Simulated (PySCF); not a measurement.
Wanted: a Python script for a PySCF 2.14.0 run.

```
Task                                       : atomic charges
Functional                                 : M06-2X
Dispersion                                 : D3
Potentials or basis                        : cc-pvdz (all-electron)
k mesh                                     : 1 × 1 × 1
Occupations                                : fixed
Spin                                       : no spin polarisation
Exponents discarded below (exp_to_discard) : 0 1/bohr^2
Three-body dispersion term                 : no
conv_tol                                   : 1e-07 Ha
max_cycle                                  : 60
exxdiv                                     : ewald
Relativity                                 : none
Coulomb method                             : Gaussian density fitting (GDF)
Grid for exchange and correlation          : Becke, atom-centred
Three-centre integrals                     : read from an earlier run's file
```

The structure of Cl3Si2H3 lies in Si2H3Cl3.xyz:

```xyz
8
Lattice="13.0000000000 0.0000000000 0.0000000000 0.0000000000 13.0000000000 0.0000000000 0.0000000000 0.0000000000 14.0000000000" Properties=species:S:1:pos:R:3 pbc="T T T"
Cl     4.6176000000      7.0671499600      8.6303999600
Si     6.6425000200      7.0475499900      8.2978000000
Si     6.9845999600      6.4962500200      6.0480000000
Cl     6.1748000600      4.6493500300      5.6966999600
Cl     6.0493000100      7.8950500200      4.8825000000
H      7.2665000200      6.0357499800      9.1854999600
H      7.1924999900      8.3926499800      8.5966000400
H      8.4084000000      6.4493500500      5.6417999400
```

The input as run:

run.py

```python
import json
import numpy as np
from pyscf.pbc import gto, scf, dft, df

cell = gto.Cell()
cell.basis = 'cc-pvdz'
cell.fromfile('Si2H3Cl3.xyz')
cell.exp_to_discard = 0
cell.precision = 1e-08
cell.max_memory = 2520  # MB
cell.verbose = 4
cell.build()

res = {}
from pyscf.dispersion import dftd3
d = dftd3.DFTD3Dispersion(cell, xc='m062x', version='d3zero', atm=False).get_dispersion(grad=True)
print('dispersion energy = %.10f' % d['energy'])
res['e_disp'] = float(d['energy'])

kpts = cell.make_kpts([1, 1, 1])
mf = dft.KRKS(cell, kpts, xc='m062x', exxdiv='ewald')
mf = mf.density_fit()
mf.with_df._cderi = 'cderi.h5'  # three-centre integrals saved by an earlier run on this cell, basis and mesh
mf.conv_tol = 1e-07
mf.max_cycle = 60

mf.kernel()
res.update(converged=bool(mf.converged), e_tot=mf.e_tot, nelec=cell.nelectron, nao=cell.nao, mesh=list(map(int, cell.mesh)), a=cell.lattice_vectors().tolist(), coords=cell.atom_coords().tolist(),
           mo_energy=[np.real(x).tolist() for x in mf.mo_energy], mo_occ=[np.real(x).tolist() for x in mf.mo_occ])
res.update(kpts=cell.get_scaled_kpts(kpts).tolist())
res['parts'] = {k: float(np.real(v)) for k, v in mf.scf_summary.items() if np.isscalar(v)}
json.dump(res, open('results.json', 'w'))
if not mf.converged:
    raise SystemExit('SCF not converged')

print('levels (eV)')
for i, kp in enumerate(res['kpts'][:40]):
    print('k %7.4f %7.4f %7.4f  ' % tuple(kp), ' '.join('%.3f' % (x * 27.211386) for x in res['mo_energy'][i][:46]))

# Mulliken populations
dm, s = np.asarray(mf.make_rdm1()), np.asarray(mf.get_ovlp())
sites = cell.aoslice_by_atom()[:, 2:]
tot = np.einsum('kij,kji->i', dm, s).real / len(kpts)
res['mulliken'] = [cell.atom_charge(i) - tot[a0:a1].sum() for i, (a0, a1) in enumerate(sites)]
print('Mulliken charges', np.round(res['mulliken'], 5))
res['meta_lowdin'] = mf.mulliken_meta()[1].tolist()
res['done'] = True
json.dump(res, open('results.json', 'w'))
```

Potentials or basis: cc-pvdz (all-electron).

The run is started by

```bash
$ OMP_NUM_THREADS=2 python -u run.py > log
```

Results of the run:

```
Gap between the frontier levels : 9.17 eV
Meta-löwdin charges             : Cl -0.28, -0.27; Si +0.45, +0.61; H -0.08 e
Dispersion energy per atom      : -0.001 eV
```

Caveat: this is a molecule in a periodic box at the Γ point, so its band gap is the HOMO-LUMO gap; the energy listed adds the dispersion energy to the SCF energy of the log; population charges move with the basis; the basis of atomic orbitals isn't converged, which shifts pressures, moduli and gaps.

It took 28 s on 2 threads of Intel(R) Xeon(R) Processor @ 2.70GHz, on a shared host, peak memory 1.9 GiB.
